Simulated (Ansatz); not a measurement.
# C₂H₄BN, SMILES CB1C=N1: a rigid scan of one bond length

With the Ansatz DFT code, driven from Python.

Input file `c2h4bn.xyz`:
```text
8

C     0.24670    1.13260   -0.20520
B    -0.29120   -0.28110    0.17600
C    -0.15060   -1.71820    0.21460
N    -1.21740   -1.18040    0.66560
H     1.30450    1.22820   -0.14600
H    -0.26730    1.93490    0.46290
H    -0.07440    1.39850   -1.25860
H     0.54180   -2.57160    0.03480
```

Notebook, run cell by cell (the value of a cell's last expression is shown):

```python
import ansatz as az
import numpy as np

BASIS = 'def2-SVP'
XC = 'b3lyp'
```

```python
system = az.Crystal.molecule_from_extxyz('c2h4bn.xyz')
```

```python
symbols = [site.symbol for site in system.cartesian_sites]
start = np.array([site.position_ang for site in system.cartesian_sites])
axis = (start[4] - start[0]) / np.linalg.norm(start[4] - start[0])
moving = [4]
lengths, energies = [0.936, 0.979, 1.021, 1.064, 1.106, 1.149, 1.191, 1.255], []
for length in lengths:
    xyz = start.copy()
    xyz[moving] += (length - np.linalg.norm(start[4] - start[0])) * axis
    point = az.Crystal.molecule()
    for symbol, xyz in zip(symbols, xyz):
        point = point.atom(symbol, xyz.tolist())
    job = point.calculation().basis(gaussian=BASIS).functional(XC)
    rep = job.run(threads=1).report
    energies.append(rep['free_energy_ev'])
    print(f'r = {length:6.3f} A  E = {energies[-1]:.5f} eV  <S^2> = {abs(rep["mean_field"]["state"]["spin_squared"]):.3f}')

# quartic fit about the minimum
fit = np.polynomial.Polynomial.fit(lengths, np.array(energies) - min(energies), 4).convert()
roots = [r.real for r in fit.deriv().roots() if abs(r.imag) < 1e-9 and fit.deriv(2)(r.real) > 0]
r_e = min(roots, key=lambda r: abs(r - lengths[int(np.argmin(energies))]))
print(f'minimum of the fit at {r_e:.4f} A, force constant {fit.deriv(2)(r_e):.2f} eV/A^2')
```

    r =  0.936 A  E = -4300.12073 eV  <S^2> = 0.000
    r =  0.979 A  E = -4300.43347 eV  <S^2> = 0.000
    r =  1.021 A  E = -4300.62073 eV  <S^2> = 0.000
    r =  1.064 A  E = -4300.71682 eV  <S^2> = 0.000
    r =  1.106 A  E = -4300.73702 eV  <S^2> = 0.000
    r =  1.149 A  E = -4300.69872 eV  <S^2> = 0.000
    r =  1.191 A  E = -4300.61647 eV  <S^2> = 0.000
    r =  1.255 A  E = -4300.42829 eV  <S^2> = 0.000
    minimum of the fit at 1.0981 A, force constant 33.63 eV/A^2

What to keep in mind:
- Total energies depend on the basis set; only differences at equal settings carry meaning.
- The rest of the molecule is held rigid at a force-field or estimated start geometry, and the basis set is modest; single-reference methods fail as a bond breaks.
- b3lyp holds the VWN-RPA fit, as in Gaussian; the form of ORCA and Turbomole is b3lyp5.
- The orbitals are restricted, so S² is zero by construction.
- Hardware and time: 11 s on 1 thread of Arm Neoverse V2, with other jobs on the host, peak memory 0.2 GiB.

(Lines on the test bed's own set-up are left out of the output.)
